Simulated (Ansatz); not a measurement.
# Ga4P: the cost of one run

Computed with Ansatz 0.2.0 (DFT PBE, scalar-relativistic, plane waves, PAW, unless a step's input says otherwise).

## Step 1: The starting structure

Symmetry: Im-3m, No. 229, cubic system. The conventional cell has a = 5.952 Å, b = 5.952 Å, c = 5.952 Å, α = 90.00°, β = 90.00°, γ = 90.00°. Ga (site symmetry -3m) is surrounded by 2 P at 2.58 Å. P (site symmetry m-3m) is surrounded by 8 Ga at 2.58 Å.

Coordinates:

```cif
data_structure
_symmetry_space_group_name_H-M 'Im-3m'
_symmetry_Int_Tables_number 229
_cell_length_a 5.9515
_cell_length_b 5.9515
_cell_length_c 5.9515
_cell_angle_alpha 90.000
_cell_angle_beta 90.000
_cell_angle_gamma 90.000
_cell_volume 210.81
loop_
_atom_site_label
_atom_site_type_symbol
_atom_site_symmetry_multiplicity
_atom_site_Wyckoff_symbol
_atom_site_fract_x
_atom_site_fract_y
_atom_site_fract_z
_atom_site_occupancy
Ga1 Ga 8 c 0.25000 0.25000 0.75000 1
P1 P 2 a 0.00000 0.00000 0.00000 1
```

The cell was relaxed beforehand at this level, from a database cell with other species swapped in; it is a trial structure. At a tolerance of 0.05 Å it has space group Im-3m (No. 229); it has 21.08 Å³/atom, an uncorrected energy of +0.26 eV/atom over the elements.

## Step 2: Bands, states and charges

Input file input.yaml:

```yaml
crystal:
  lattice:
    - [-2.9757605231, 2.9757605231, 2.9757605231]
    - [2.9757605231, -2.9757605231, 2.9757605231]
    - [2.9757605231, 2.9757605231, -2.9757605231]
  atoms:
    - { symbol: Ga, position: [0.0, 0.0, 0.5] }
    - { symbol: Ga, position: [0.5, 0.0, 0.0] }
    - { symbol: Ga, position: [0.5, 0.5, 0.5] }
    - { symbol: Ga, position: [0.0, 0.5, 0.0] }
    - { symbol: P, position: [0.0, 0.0, 0.0] }
basis:
  ecutwfc: 420
kpoints:
  mp_grid: { grid: [10, 10, 10] }
  band_path:
    path:
      - [[0.0, 0.0, 0.0], [0.5, -0.5, 0.5], [0.0, 0.0, 0.5], [0.0, 0.0, 0.0], [0.25, 0.25, 0.25], [0.5, -0.5, 0.5]]
      - [[0.25, 0.25, 0.25], [0.0, 0.0, 0.5]]
    npoints: 14
hamiltonian:
  xc: pbe
scf:
  occupations: { method: gaussian, width: 0.1 }
  n_extra_bands: 12
output:
  forces: true
  stress: true
  eigenvalues: true
  populations: true
  dos: { projected: true, de: 0.02, nscf_kmesh: { grid: [12, 12, 12] } }
  bader: true
  write_density: true
  write_potential: true
  elf: true
  volumetric_format: npy
```

The run is started by

```
$ ansatz run input.yaml --threads 1 --pin off --max-ram 2560MiB --backend cpu --events-out ev --progress --plain --runs-dir out
```

What time and memory should one allow on 1 thread of AMD EPYC (Zen 3), shared host?

About 88 s, with a peak of 0.52 GiB.
